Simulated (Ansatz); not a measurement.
**Ga: response to strain**

Aim: deform Ga (zz strain of -1 %) and compute stress, forces and field gradients with LAPW, PAW and all-electron datasets made for the crystal.

Method: DFT LDA, scalar-relativistic, in Ansatz 0.2.0.

## Step 1: The system as given

Symmetry: I4/mmm, No. 139, tetragonal system. The conventional cell has a = 2.808 Å, b = 2.808 Å, c = 4.458 Å, α = 90.00°, β = 90.00°, γ = 90.00°. Around Ga (site symmetry 4/mmm) lie 12 Ga at 2.81 to 2.99 Å.

Structure file:

```cif
data_structure
_symmetry_space_group_name_H-M 'P 1'
_symmetry_Int_Tables_number 1
_cell_length_a 2.9851
_cell_length_b 2.9851
_cell_length_c 2.9851
_cell_angle_alpha 123.888
_cell_angle_beta 123.888
_cell_angle_gamma 83.388
_cell_volume 17.58
loop_
_atom_site_label
_atom_site_type_symbol
_atom_site_fract_x
_atom_site_fract_y
_atom_site_fract_z
_atom_site_occupancy
Ga1 Ga 0.00000 0.00000 0.00000 1
```

## Step 2: The deformed structure

Space group I4/mmm before, I4/mmm after.

## Step 3: LAPW, all electrons

File input.yaml:

```yaml
crystal:
  lattice:
    - [-1.404, 1.404, 2.20671]
    - [1.404, -1.404, 2.20671]
    - [1.404, 1.404, -2.20671]
  atoms:
    - { symbol: Ga, position: [0.0, 0.0, 0.0] }
kpoints:
  mp_grid: { grid: [14, 14, 16] }
  band_path:
    path:
      - [0.0, 0.0, 0.0]
      - [0.0, 0.0, 0.5]
      - [0.25, 0.25, 0.25]
      - [0.0, 0.5, 0.0]
      - [0.0, 0.0, 0.0]
      - [0.5, 0.5, -0.5]
      - [0.3512007423, 0.6487992577, -0.3512007423]
      - [-0.3512007423, 0.3512007423, 0.3512007423]
      - [0.0, 0.0, 0.0]
    npoints: 5
scf:
  occupations: { method: fermi_dirac, width: 0.05 }
hamiltonian:
  xc: lda
  pseudopotentials: { kind: all_electron, lapw: { basis_error: 0.00025 } }
output:
  forces: true
  stress: true
  eigenvalues: true
```

Started as:

```bash
$ ansatz run input.yaml --threads 1 --pin off --max-ram 3072MiB --backend cpu --events-out ev --progress --plain --runs-dir out
```

## Step 4: PAW on the default files

File input.yaml:

```yaml
crystal:
  lattice:
    - [-1.404, 1.404, 2.20671]
    - [1.404, -1.404, 2.20671]
    - [1.404, 1.404, -2.20671]
  atoms:
    - { symbol: Ga, position: [0.0, 0.0, 0.0] }
kpoints:
  mp_grid: { grid: [14, 14, 16] }
scf:
  occupations: { method: fermi_dirac, width: 0.05 }
hamiltonian:
  xc: lda
  pseudopotentials: { kind: paw }
output:
  forces: true
  stress: true
  eigenvalues: true
  efg: { contact_densities: true }
```

## Step 5: Datasets made for this crystal

Changes to input.yaml since step 4:

```diff
@@ -13,3 +13,3 @@
   xc: lda
-  pseudopotentials: { kind: paw }
+  pseudopotentials: { kind: all_electron, datasets: crystal }
 output:
```

(Steps that only read results are left out.)

What does the calculation give? Wanted: pressure; largest shear or deviatoric stress.

**Answer**, as computed:

| quantity | value |
| --- | --- |
| pressure | LAPW -1.06, PAW -1.11, crystal datasets -1.06 GPa |
| largest shear or deviatoric stress (LAPW) | 0.10 GPa |

**Reading.** The largest part of the stress beyond the pressure is 0.10 GPa in size. No run of the undeformed cell stands beside it, so the pressure holds what the given cell had before the change. PAW: stress within 0.05 GPa of LAPW. Crystal datasets: stress within 0.01 GPa of LAPW. The k mesh doesn't keep the crystal's whole symmetry, which leaves small spurious terms.
